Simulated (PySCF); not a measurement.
# Rh, Rh⁺: ionisation energy in x2c-TZVPPall, part 2 of 2

Wanted: the ionisation energy of rhodium, up a ladder of methods.

PySCF 2.14.0; x2c-TZVPPall, the spin-free X2C one-electron Hamiltonian (Gaussian nucleus). The scripts are equivalent inputs of a driver's runs.

**4. Rh⁺**

UHF:

input.py reads:

```python
from pyscf import gto, scf, dft, mp, cc
import basis_set_exchange as bse
mol = gto.M(atom="Rh 0 0 0", charge=1, spin=2, symmetry="D2h",
            basis=gto.basis.parse(bse.get_basis("x2c-TZVPPall", elements=["Rh"], fmt="nwchem")),
            nucmod="G")
mf = scf.UHF(mol).sfx2c1e()
mf.irrep_nelec = {'Ag': (8, 6), 'B1g': (2, 2), 'B2g': (2, 2), 'B3g': (2, 2), 'B1u': (3, 3), 'B2u': (3, 3), 'B3u': (3, 3)}
mf.kernel()
```

Standard output:

```text
damping factor = 0
level_shift factor = 0
DIIS = <class 'pyscf.scf.diis.CDIIS'>
diis_start_cycle = 1
diis_space = 10
diis_damp = 0
SCF conv_tol = 1e-09
SCF conv_tol_grad = None
number electrons alpha = 23  beta = 21
cycle= 1 E= -4780.95684684959  delta_E= -0.0074  |g|= 0.0341  |ddm|= 0.0476
cycle= 2 E= -4780.95713972939  delta_E= -0.000293  |g|= 0.00765  |ddm|= 0.00972
cycle= 3 E= -4780.95715847746  delta_E= -1.87e-05  |g|= 0.00194  |ddm|= 0.00382
cycle= 4 E= -4780.95715959271  delta_E= -1.12e-06  |g|= 0.000631  |ddm|= 0.00099
cycle= 5 E= -4780.95716000701  delta_E= -4.14e-07  |g|= 9.05e-05  |ddm|= 0.000764
cycle= 6 E= -4780.95716001555  delta_E= -8.54e-09  |g|= 2.33e-05  |ddm|= 0.000113
cycle= 7 E= -4780.9571600159  delta_E= -3.52e-10  |g|= 4.62e-06  |ddm|= 2.35e-05
converged SCF energy = -4780.9571600159  <S^2> = 2.0042185  2S+1 = 3.002811
```

CPU time 15 s on a shared host, the integrals not counted.

Orbital energies by shell (radii are means over both spins):

```
shell  electrons  mean orbital energy (eV)  spread (eV)  rms radius (bohr)
 1s β          1                  -23349.0            0             0.0374
 1s α          1                  -23349.0            0             0.0374
 2s α          1                   -3473.3            0              0.154
 2s β          1                   -3472.8            0              0.154
 2p α          3                   -3108.1            0              0.137
 2p β          3                   -3107.6            0              0.137
 3s α          1                   -661.95            0              0.415
 3s β          1                   -661.68            0              0.415
 3p α          3                   -538.62            0              0.419
 3p β          3                   -538.28            0              0.419
 3d α          5                   -341.23        0.290              0.403
 3d β          5                   -340.44        1.080              0.403
 4s α          1                   -110.24            0               1.05
 4s β          1                   -106.94            0               1.05
 4p α          3                   -73.539            0               1.17
 4p β          3                   -69.293            0               1.17
 4d α          5                   -20.073        1.105               1.67
 4d β          3                   -18.433            0               1.67
```

⟨S²⟩ = 2.004, ⟨L²⟩ = 12.05.

Spin-orbit constants on these orbitals (cm⁻¹; bare nucleus, screened nucleus, mean field): 4d 1623, 1262, 1167. To first order in LS coupling the lowest level has J = 4 and lies 0.217 eV below the centre of the term.

LDA:

Changes to input.py:

```diff
@@ -5,3 +5,3 @@
             nucmod="G")
-mf = scf.UHF(mol).sfx2c1e()
+mf = dft.UKS(mol, xc="LDA,VWN").sfx2c1e()
 mf.irrep_nelec = {'Ag': (8, 6), 'B1g': (2, 2), 'B2g': (2, 2), 'B3g': (2, 2), 'B1u': (3, 3), 'B2u': (3, 3), 'B3u': (3, 3)}
```

Standard output:

```text
damping factor = 0
level_shift factor = 0
DIIS = <class 'pyscf.scf.diis.CDIIS'>
diis_start_cycle = 1
diis_space = 10
diis_damp = 0
SCF conv_tol = 1e-09
SCF conv_tol_grad = None
number electrons alpha = 23  beta = 21
XC functionals = LDA,VWN
    P. A. M. Dirac.,  Math. Proc. Cambridge Philos. Soc. 26, 376 (1930)
    F. Bloch.,  Z. Phys. 57, 545 (1929)
    S. H. Vosko, L. Wilk, and M. Nusair.,  Can. J. Phys. 58, 1200 (1980)
cycle= 1 E= -4778.11009797421  delta_E= -0.0223  |g|= 0.118  |ddm|= 0.191
cycle= 2 E= -4778.10781227285  delta_E= 0.00229  |g|= 0.15  |ddm|= 0.0948
cycle= 3 E= -4778.11199216451  delta_E= -0.00418  |g|= 0.0172  |ddm|= 0.0691
cycle= 4 E= -4778.11205636315  delta_E= -6.42e-05  |g|= 0.000787  |ddm|= 0.00838
cycle= 5 E= -4778.11205655886  delta_E= -1.96e-07  |g|= 8.26e-05  |ddm|= 0.000408
cycle= 6 E= -4778.11205656077  delta_E= -1.91e-09  |g|= 1.44e-06  |ddm|= 3.87e-05
cycle= 7 E= -4778.11205656077  delta_E=    0  |g|= 1.88e-07  |ddm|= 1.4e-06
converged SCF energy = -4778.11205656077  <S^2> = 2.0007011  2S+1 = 3.0004674
```

It used 1.4 s of CPU time after the integrals (shared host).

PBE:

Changes to input.py:

```diff
@@ -5,3 +5,3 @@
             nucmod="G")
-mf = dft.UKS(mol, xc="LDA,VWN").sfx2c1e()
+mf = dft.UKS(mol, xc="PBE").sfx2c1e()
 mf.irrep_nelec = {'Ag': (8, 6), 'B1g': (2, 2), 'B2g': (2, 2), 'B3g': (2, 2), 'B1u': (3, 3), 'B2u': (3, 3), 'B3u': (3, 3)}
```

Standard output:

```text
damping factor = 0
level_shift factor = 0
DIIS = <class 'pyscf.scf.diis.CDIIS'>
diis_start_cycle = 1
diis_space = 10
diis_damp = 0
SCF conv_tol = 1e-09
SCF conv_tol_grad = None
number electrons alpha = 23  beta = 21
XC functionals = PBE
    J. P. Perdew, K. Burke, and M. Ernzerhof.,  Phys. Rev. Lett. 77, 3865 (1996)
    J. P. Perdew, K. Burke, and M. Ernzerhof.,  Phys. Rev. Lett. 78, 1396 (1997)
    J. P. Perdew, K. Burke, and M. Ernzerhof.,  Phys. Rev. Lett. 77, 3865 (1996)
    J. P. Perdew, K. Burke, and M. Ernzerhof.,  Phys. Rev. Lett. 78, 1396 (1997)
cycle= 1 E= -4782.91710513537  delta_E= -0.0146  |g|= 0.084  |ddm|= 0.146
cycle= 2 E= -4782.91588760756  delta_E= 0.00122  |g|= 0.108  |ddm|= 0.0708
cycle= 3 E= -4782.91817272879  delta_E= -0.00229  |g|= 0.0106  |ddm|= 0.0498
cycle= 4 E= -4782.91819734514  delta_E= -2.46e-05  |g|= 0.000446  |ddm|= 0.00523
cycle= 5 E= -4782.91819740571  delta_E= -6.06e-08  |g|= 0.000106  |ddm|= 0.00026
cycle= 6 E= -4782.91819740918  delta_E= -3.48e-09  |g|= 2.54e-06  |ddm|= 5.18e-05
cycle= 7 E= -4782.91819740918  delta_E= 9.09e-13  |g|= 5.39e-08  |ddm|= 1.59e-06
converged SCF energy = -4782.91819740918  <S^2> = 2.0009619  2S+1 = 3.0006412
```

It used 1.9 s of CPU time after the integrals (shared host).

PBE0:

Changes to input.py:

```diff
@@ -5,3 +5,3 @@
             nucmod="G")
-mf = dft.UKS(mol, xc="PBE").sfx2c1e()
+mf = dft.UKS(mol, xc="PBE0").sfx2c1e()
 mf.irrep_nelec = {'Ag': (8, 6), 'B1g': (2, 2), 'B2g': (2, 2), 'B3g': (2, 2), 'B1u': (3, 3), 'B2u': (3, 3), 'B3u': (3, 3)}
```

Standard output:

```text
damping factor = 0
level_shift factor = 0
DIIS = <class 'pyscf.scf.diis.CDIIS'>
diis_start_cycle = 1
diis_space = 10
diis_damp = 0
SCF conv_tol = 1e-09
SCF conv_tol_grad = None
number electrons alpha = 23  beta = 21
XC functionals = PBE0
    C. Adamo and V. Barone.,  J. Chem. Phys. 110, 6158 (1999)
    M. Ernzerhof and G. E. Scuseria.,  J. Chem. Phys. 110, 5029 (1999)
cycle= 1 E= -4782.997731599  delta_E= -0.00907  |g|= 0.0376  |ddm|= 0.0971
cycle= 2 E= -4782.99775689957  delta_E= -2.53e-05  |g|= 0.0243  |ddm|= 0.0189
cycle= 3 E= -4782.99783020895  delta_E= -7.33e-05  |g|= 0.00749  |ddm|= 0.0127
cycle= 4 E= -4782.99784229894  delta_E= -1.21e-05  |g|= 0.000687  |ddm|= 0.00373
cycle= 5 E= -4782.99784244301  delta_E= -1.44e-07  |g|= 7.42e-05  |ddm|= 0.000386
cycle= 6 E= -4782.99784244536  delta_E= -2.35e-09  |g|= 8.08e-06  |ddm|= 5.29e-05
cycle= 7 E= -4782.99784244539  delta_E= -2.82e-11  |g|= 2.95e-07  |ddm|= 6.37e-06
converged SCF energy = -4782.99784244539  <S^2> = 2.0014736  2S+1 = 3.0009822
```

CPU time 2.6 s on a shared host, the integrals not counted.

r2SCAN:

Changes to input.py:

```diff
@@ -5,3 +5,3 @@
             nucmod="G")
-mf = dft.UKS(mol, xc="PBE0").sfx2c1e()
+mf = dft.UKS(mol, xc="R2SCAN").sfx2c1e()
 mf.irrep_nelec = {'Ag': (8, 6), 'B1g': (2, 2), 'B2g': (2, 2), 'B3g': (2, 2), 'B1u': (3, 3), 'B2u': (3, 3), 'B3u': (3, 3)}
```

Standard output:

```text
damping factor = 0
level_shift factor = 0
DIIS = <class 'pyscf.scf.diis.CDIIS'>
diis_start_cycle = 1
diis_space = 10
diis_damp = 0
SCF conv_tol = 1e-09
SCF conv_tol_grad = None
number electrons alpha = 23  beta = 21
XC functionals = R2SCAN
    J. W. Furness, A. D. Kaplan, J. Ning, J. P. Perdew, and J. Sun.,  J. Phys. Chem. Lett. 11, 8208-8215 (2020)
    J. W. Furness, A. D. Kaplan, J. Ning, J. P. Perdew, and J. Sun.,  J. Phys. Chem. Lett. 11, 9248-9248 (2020)
    J. W. Furness, A. D. Kaplan, J. Ning, J. P. Perdew, and J. Sun.,  J. Phys. Chem. Lett. 11, 8208-8215 (2020)
    J. W. Furness, A. D. Kaplan, J. Ning, J. P. Perdew, and J. Sun.,  J. Phys. Chem. Lett. 11, 9248-9248 (2020)
cycle= 1 E= -4783.32594214291  delta_E= -0.00962  |g|= 0.0504  |ddm|= 0.0878
cycle= 2 E= -4783.32587551208  delta_E= 6.66e-05  |g|= 0.0417  |ddm|= 0.0286
cycle= 3 E= -4783.32612530325  delta_E= -0.00025  |g|= 0.0111  |ddm|= 0.0214
cycle= 4 E= -4783.3261534297  delta_E= -2.81e-05  |g|= 0.000821  |ddm|= 0.0054
cycle= 5 E= -4783.32615361748  delta_E= -1.88e-07  |g|= 0.000103  |ddm|= 0.000438
cycle= 6 E= -4783.32615362078  delta_E= -3.31e-09  |g|= 5.17e-06  |ddm|= 5.33e-05
cycle= 7 E= -4783.32615362079  delta_E= -1.27e-11  |g|= 9.66e-08  |ddm|= 4.6e-06
converged SCF energy = -4783.32615362079  <S^2> = 2.0017861  2S+1 = 3.0011905
```

It used 4.4 s of CPU time after the integrals (shared host).

HSE06:

Changes to input.py:

```diff
@@ -5,3 +5,3 @@
             nucmod="G")
-mf = dft.UKS(mol, xc="R2SCAN").sfx2c1e()
+mf = dft.UKS(mol, xc="HSE06").sfx2c1e()
 mf.irrep_nelec = {'Ag': (8, 6), 'B1g': (2, 2), 'B2g': (2, 2), 'B3g': (2, 2), 'B1u': (3, 3), 'B2u': (3, 3), 'B3u': (3, 3)}
```

Standard output:

```text
damping factor = 0
level_shift factor = 0
DIIS = <class 'pyscf.scf.diis.CDIIS'>
diis_start_cycle = 1
diis_space = 10
diis_damp = 0
SCF conv_tol = 1e-09
SCF conv_tol_grad = None
number electrons alpha = 23  beta = 21
XC functionals = HSE06
    J. Heyd, G. E. Scuseria, and M. Ernzerhof.,  J. Chem. Phys. 118, 8207 (2003)
    J. Heyd, G. E. Scuseria, and M. Ernzerhof.,  J. Chem. Phys. 124, 219906 (2006)
    A. V. Krukau, O. A. Vydrov, A. F. Izmaylov, and G. E. Scuseria.,  J. Chem. Phys. 125, 224106 (2006)
cycle= 1 E= -4782.94831184931  delta_E= -0.00888  |g|= 0.0462  |ddm|= 0.0975
cycle= 2 E= -4782.94824954767  delta_E= 6.23e-05  |g|= 0.041  |ddm|= 0.0304
cycle= 3 E= -4782.94852252192  delta_E= -0.000273  |g|= 0.00779  |ddm|= 0.0202
cycle= 4 E= -4782.94853637537  delta_E= -1.39e-05  |g|= 0.000627  |ddm|= 0.00388
cycle= 5 E= -4782.94853649342  delta_E= -1.18e-07  |g|= 8.67e-05  |ddm|= 0.000355
cycle= 6 E= -4782.94853649598  delta_E= -2.55e-09  |g|= 7.15e-06  |ddm|= 5.04e-05
cycle= 7 E= -4782.94853649599  delta_E= -1.64e-11  |g|= 2.21e-07  |ddm|= 5.47e-06
converged SCF energy = -4782.94853649599  <S^2> = 2.0014722  2S+1 = 3.0009813
```

It used 6.8 s of CPU time after the integrals (shared host).

BHandHLYP:

Changes to input.py:

```diff
@@ -5,3 +5,3 @@
             nucmod="G")
-mf = dft.UKS(mol, xc="HSE06").sfx2c1e()
+mf = dft.UKS(mol, xc="BHANDHLYP").sfx2c1e()
 mf.irrep_nelec = {'Ag': (8, 6), 'B1g': (2, 2), 'B2g': (2, 2), 'B3g': (2, 2), 'B1u': (3, 3), 'B2u': (3, 3), 'B3u': (3, 3)}
```

Standard output:

```text
damping factor = 0
level_shift factor = 0
DIIS = <class 'pyscf.scf.diis.CDIIS'>
diis_start_cycle = 1
diis_space = 10
diis_damp = 0
SCF conv_tol = 1e-09
SCF conv_tol_grad = None
number electrons alpha = 23  beta = 21
XC functionals = BHANDHLYP
    A. D. Becke.,  J. Chem. Phys. 98, 1372 (1993)
    Defined through Gaussian implementation.
cycle= 1 E= -4783.31932387382  delta_E= -0.00719  |g|= 0.0247  |ddm|= 0.0819
cycle= 2 E= -4783.31938589465  delta_E= -6.2e-05  |g|= 0.0122  |ddm|= 0.0132
cycle= 3 E= -4783.31940397808  delta_E= -1.81e-05  |g|= 0.00446  |ddm|= 0.00661
cycle= 4 E= -4783.31940792479  delta_E= -3.95e-06  |g|= 0.000762  |ddm|= 0.00241
cycle= 5 E= -4783.31940808795  delta_E= -1.63e-07  |g|= 6.2e-05  |ddm|= 0.000402
cycle= 6 E= -4783.31940809186  delta_E= -3.91e-09  |g|= 7.08e-06  |ddm|= 7.5e-05
cycle= 7 E= -4783.3194080919  delta_E= -3.73e-11  |g|= 7.53e-07  |ddm|= 7.82e-06
converged SCF energy = -4783.3194080919  <S^2> = 2.0022795  2S+1 = 3.0015193
```

CPU time 2.2 s on a shared host, the integrals not counted.

wB97X:

Changes to input.py:

```diff
@@ -5,3 +5,3 @@
             nucmod="G")
-mf = dft.UKS(mol, xc="BHANDHLYP").sfx2c1e()
+mf = dft.UKS(mol, xc="WB97X").sfx2c1e()
 mf.irrep_nelec = {'Ag': (8, 6), 'B1g': (2, 2), 'B2g': (2, 2), 'B3g': (2, 2), 'B1u': (3, 3), 'B2u': (3, 3), 'B3u': (3, 3)}
```

Standard output:

```text
damping factor = 0
level_shift factor = 0
DIIS = <class 'pyscf.scf.diis.CDIIS'>
diis_start_cycle = 1
diis_space = 10
diis_damp = 0
SCF conv_tol = 1e-09
SCF conv_tol_grad = None
number electrons alpha = 23  beta = 21
XC functionals = WB97X
    J.-D. Chai and M. Head-Gordon.,  J. Chem. Phys. 128, 084106 (2008)
cycle= 1 E= -4783.46858830833  delta_E= -0.00893  |g|= 0.0304  |ddm|= 0.0935
cycle= 2 E= -4783.46867101846  delta_E= -8.27e-05  |g|= 0.00656  |ddm|= 0.0108
cycle= 3 E= -4783.46867460022  delta_E= -3.58e-06  |g|= 0.000783  |ddm|= 0.00211
cycle= 4 E= -4783.46867480309  delta_E= -2.03e-07  |g|= 0.000746  |ddm|= 0.000784
cycle= 5 E= -4783.46867490624  delta_E= -1.03e-07  |g|= 4.73e-05  |ddm|= 0.00035
cycle= 6 E= -4783.46867490907  delta_E= -2.83e-09  |g|= 6e-06  |ddm|= 6.36e-05
cycle= 7 E= -4783.46867490912  delta_E= -5.28e-11  |g|= 5.44e-07  |ddm|= 9.54e-06
converged SCF energy = -4783.46867490912  <S^2> = 2.0017395  2S+1 = 3.0011594
```

CPU time 4.3 s on a shared host, the integrals not counted.

LC-wPBE:

Changes to input.py:

```diff
@@ -5,3 +5,3 @@
             nucmod="G")
-mf = dft.UKS(mol, xc="WB97X").sfx2c1e()
+mf = dft.UKS(mol, xc="LC_WPBE").sfx2c1e()
 mf.irrep_nelec = {'Ag': (8, 6), 'B1g': (2, 2), 'B2g': (2, 2), 'B3g': (2, 2), 'B1u': (3, 3), 'B2u': (3, 3), 'B3u': (3, 3)}
```

Standard output:

```text
damping factor = 0
level_shift factor = 0
DIIS = <class 'pyscf.scf.diis.CDIIS'>
diis_start_cycle = 1
diis_space = 10
diis_damp = 0
SCF conv_tol = 1e-09
SCF conv_tol_grad = None
number electrons alpha = 23  beta = 21
XC functionals = LC_WPBE
    O. A. Vydrov and G. E. Scuseria.,  J. Chem. Phys. 125, 234109 (2006)
cycle= 1 E= -4782.90404241297  delta_E= -0.0115  |g|= 0.0524  |ddm|= 0.0965
cycle= 2 E= -4782.90419405255  delta_E= -0.000152  |g|= 0.0167  |ddm|= 0.018
cycle= 3 E= -4782.90420988824  delta_E= -1.58e-05  |g|= 0.00396  |ddm|= 0.00594
cycle= 4 E= -4782.90421298417  delta_E= -3.1e-06  |g|= 0.00105  |ddm|= 0.0023
cycle= 5 E= -4782.90421342452  delta_E= -4.4e-07  |g|= 0.000123  |ddm|= 0.000666
cycle= 6 E= -4782.90421344825  delta_E= -2.37e-08  |g|= 9.55e-06  |ddm|= 0.000192
cycle= 7 E= -4782.90421344838  delta_E= -1.23e-10  |g|= 7.71e-07  |ddm|= 1.48e-05
converged SCF energy = -4782.90421344838  <S^2> = 2.0012334  2S+1 = 3.0008221
```

It used 4.3 s of CPU time after the integrals (shared host).

**5. Rh⁺, continued**

MP2 (valence):

Changes to input.py since step 4:

```diff
@@ -5,4 +5,5 @@
             nucmod="G")
-mf = dft.UKS(mol, xc="LC_WPBE").sfx2c1e()
+mf = scf.UHF(mol).sfx2c1e()
 mf.irrep_nelec = {'Ag': (8, 6), 'B1g': (2, 2), 'B2g': (2, 2), 'B3g': (2, 2), 'B1u': (3, 3), 'B2u': (3, 3), 'B3u': (3, 3)}
 mf.kernel()
+mp.UMP2(mf, frozen=18).kernel()
```

No log was kept for this step.

It used 0.2 s of CPU time after the integrals (shared host).

With 8 electrons correlated, the MP2 correlation energy is -0.21481 hartree (-0.07900 same spin, -0.13581 opposite spin); the SCS form gives -0.18930. Largest pairs of shells: 4d-4d -0.2148.

MP2 (valence and next inner shell):

Changes to input.py:

```diff
@@ -8,2 +8,2 @@
 mf.kernel()
-mp.UMP2(mf, frozen=18).kernel()
+mp.UMP2(mf, frozen=14).kernel()
```

The driver printed no log here.

CPU time 0.27 s on a shared host, the integrals not counted.

With 16 electrons correlated, the MP2 correlation energy is -0.50616 hartree (-0.16138 same spin, -0.34477 opposite spin); the SCS form gives -0.46752. Largest pairs of shells: 4d-4d -0.2148, 4p-4d -0.1750, 4p-4p -0.0549, 4s-4d -0.0301, 4s-4p -0.0269.

Radial density 4πr²ρ of Rh⁺ at UHF, without picture-change correction:

```
r (bohr)   density  spin density
0.000544     0.539         0.000
0.000915      1.29         0.000
 0.00154      3.03         0.000
 0.00259      6.84         0.000
 0.00436      14.6         0.000
 0.00733      28.3        -0.001
  0.0123      46.2        -0.001
  0.0207      57.5        -0.001
  0.0349      51.6        -0.001
  0.0586      52.9         0.004
  0.0986      71.9         0.059
   0.166      50.9         0.256
   0.279      55.4         0.313
   0.469      32.4        -0.006
   0.790      14.7         0.890
    1.33      10.9         1.480
    2.23      2.12         0.431
    3.76     0.146         0.022
    6.32  0.000717         0.000
```

**6. Orbital energies side by side**

Highest occupied Hartree-Fock shell of each state: Rh 5s α at -6.477 eV; Rh⁺ 4d β at -18.433 eV.

**7. The energy differences**

Ionisation energy: Rh [Kr] 4d8 5s1 (4F) → Rh⁺ [Kr] 4d8 (3F).

```
                                method  value (eV)  error (eV)  CPU time, both states (s)
                                   UHF       6.313      -1.166                         31
                                   LDA       8.120      +0.641                        2.3
                                   PBE       7.829      +0.350                        3.8
                                  PBE0       7.530      +0.051                        4.6
                                r2SCAN       7.713      +0.234                        8.6
                                 HSE06       7.577      +0.098                         16
                             BHandHLYP       7.246      -0.233                        4.4
                                 wB97X       7.030      -0.449                         10
                               LC-wPBE       7.188      -0.292                        8.9
                         MP2 (valence)       7.183      -0.296                         31
                     SCS-MP2 (valence)       6.970      -0.509                         31
    MP2 (valence and next inner shell)       7.373      -0.106                         31
SCS-MP2 (valence and next inner shell)       7.128      -0.351                         31
```

Reference: 7.479 eV (measured; NIST levels, between the centres of gravity of the two terms). Errors of the correlated levels include the incompleteness of this basis.

Times are CPU seconds on a shared host without the integrals; correlated rows include their Hartree-Fock run, whose time holds the symmetry-adapted start and any spin-orbit constants, while functionals begin from orbitals already made.

**8. Outcome**

This closing draws on all 2 parts.

```
             quantity                                                                    value
ionisation energy, Rh  UHF 6.313, MP2 (valence and next inner shell) 7.373 eV; reference 7.479
```

Each level's miss and price (over 1 difference):

```
                                method  mean absolute miss against the measured value (with the measured fine structure taken into account where it is known) (eV)  CPU time, both states (s)
                                   UHF                                                                                                                       1.166                         31
                                   LDA                                                                                                                       0.641                        2.3
                                   PBE                                                                                                                       0.350                        3.8
                                  PBE0                                                                                                                       0.051                        4.6
                                r2SCAN                                                                                                                       0.234                        8.6
                                 HSE06                                                                                                                       0.098                         16
                             BHandHLYP                                                                                                                       0.233                        4.4
                                 wB97X                                                                                                                       0.449                         10
                               LC-wPBE                                                                                                                       0.292                        8.9
                         MP2 (valence)                                                                                                                       0.296                         31
                     SCS-MP2 (valence)                                                                                                                       0.509                         31
    MP2 (valence and next inner shell)                                                                                                                       0.106                         31
SCS-MP2 (valence and next inner shell)                                                                                                                       0.351                         31
```

**Reading.** PBE0 lands nearest to the measured value (off by 0.05 eV); UHF misses by most (1.17 eV). Hartree-Fock falls short because the species with more electrons holds more correlation energy, which it lacks. PBE is off by +0.35 eV. The basis is finite, and no extrapolation was made. The dearest level timed, MP2 (valence and next inner shell), costs 14 times the cheapest, LDA, and differs from the measured value (with the measured fine structure taken into account where it is known) by 0.11 against 0.64 eV.
